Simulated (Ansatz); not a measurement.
# SiH2I+ (SMILES [SiH2+]I): functionals against CCSD(T) at one geometry

The atoms stand at a structure displaced at random from a GFN2-xTB minimum. How far do the functionals agree with CCSD(T) there?

Computed with Ansatz 0.2.0, Gaussian basis. Level: single points in def2-TZVPP.

Correlated methods freeze the cores. Filled d shells of the heavier atoms are correlated. Core potentials replace the inner electrons past krypton, and spin-orbit coupling is left out.

### 1 Where the work starts

SMILES `[SiH2+]I`, 4 atoms, charge 1, spin multiplicity 1.

Atoms are counted from 1 here; the program's logs count them from 0.

Bond lengths: Si1–I2 2.356 Å, Si1–H3 1.297 Å, Si1–H4 1.392 Å. Angles: I2–Si1–H3 114.9°, I2–Si1–H4 115.8°, H3–Si1–H4 128.7°.

Geometry (Å):

```
atom    x (Å)    y (Å)    z (Å)
 Si1  -0.2494   0.0735  -0.0255
  I2   1.9019  -0.4550   0.7754
  H3  -1.1986  -0.6974   0.4077
  H4  -0.3021   1.0407  -1.0258
```

### 2 CCSD(T)/def2-TZVPP

Contents of run/in.yaml:

```yaml
crystal:
  periodic: [false, false, false]
  atoms:
    - {symbol: Si, position_ang: [-0.249400, 0.073500, -0.025500]}
    - {symbol: I, position_ang: [1.901900, -0.455000, 0.775400]}
    - {symbol: H, position_ang: [-1.198600, -0.697400, 0.407700]}
    - {symbol: H, position_ang: [-0.302100, 1.040700, -1.025800]}
basis:
  gaussian: {orbitals: def2-TZVPP}
total_charge: 1
correlation: {method: ccsd_t}
output: {forces: true}
```

No record of the launch command was kept for these runs.

### 3 PBE0-D4/def2-TZVPP

Changes to run/in.yaml since step 2:

```diff
@@ -10,3 +10,3 @@
 total_charge: 1
-correlation: {method: ccsd_t}
-output: {forces: true}
+hamiltonian: {xc: pbe0, dispersion: d4}
+output: {forces: true, orbitals: {seedname: orbitals}}
```

### 4 wB97M-V/def2-TZVPP

Changes to run/in.yaml since step 3:

```diff
@@ -10,3 +10,3 @@
 total_charge: 1
-hamiltonian: {xc: pbe0, dispersion: d4}
-output: {forces: true, orbitals: {seedname: orbitals}}
+hamiltonian: {xc: {name: wB97M-V}}
+output: {forces: true}
```

### 5 r2SCAN-D4/def2-TZVPP

Changes to run/in.yaml since step 4:

```diff
@@ -10,3 +10,3 @@
 total_charge: 1
-hamiltonian: {xc: {name: wB97M-V}}
+hamiltonian: {xc: r2scan, dispersion: d4}
 output: {forces: true}
```

### 6 PBE-D4/def2-TZVPP

Changes to run/in.yaml since step 5:

```diff
@@ -10,3 +10,3 @@
 total_charge: 1
-hamiltonian: {xc: r2scan, dispersion: d4}
+hamiltonian: {xc: pbe, dispersion: d4}
 output: {forces: true}
```

### 7 BLYP-D4/def2-TZVPP

Changes to run/in.yaml since step 6:

```diff
@@ -10,3 +10,3 @@
 total_charge: 1
-hamiltonian: {xc: pbe, dispersion: d4}
+hamiltonian: {xc: {name: BLYP}, dispersion: d4}
 output: {forces: true}
```

### 8 B97M-V/def2-TZVPP

Changes to run/in.yaml since step 7:

```diff
@@ -10,3 +10,3 @@
 total_charge: 1
-hamiltonian: {xc: {name: BLYP}, dispersion: d4}
+hamiltonian: {xc: {name: B97M-V}}
 output: {forces: true}
```

(Steps that only read results are left out.)

Before running it: what results should come out? Wanted: energy less free atoms, CCSD(T)/def2-TZVPP; RMS force component; RMS force error; HOMO and LUMO, PBE0-D4; T1 diagnostic.

**Answer**, as computed:

```
                                  quantity                                                                                          value
energy less free atoms, CCSD(T)/def2-TZVPP                                                                                  -101.9 kJ/mol
                       RMS force component                                                           1.985 to 2.124 eV/Å over the methods
                           RMS force error  PBE0-D4 0.061, wB97M-V 0.068, r2SCAN-D4 0.043, PBE-D4 0.159, BLYP-D4 0.241, B97M-V 0.095 eV/Å
                    HOMO and LUMO, PBE0-D4                                                                            -13.72 and -9.32 eV
                             T1 diagnostic                                                                                          0.015
```

What this shows: Against CCSD(T) the functionals' energies less atoms differ by -29.0 to -6.2 kJ/mol, PBE-D4 by -18.0 kJ/mol. A larger basis would deepen the CCSD(T) value, while the functionals are nearly converged already, so the order here is not reliable. The forces of r2SCAN-D4 come nearest to CCSD(T), those of BLYP-D4 are farthest. Frozen-core CCSD(T) forces in triple zeta carry basis errors of their own, and this is one geometry, so small gaps rank nothing.
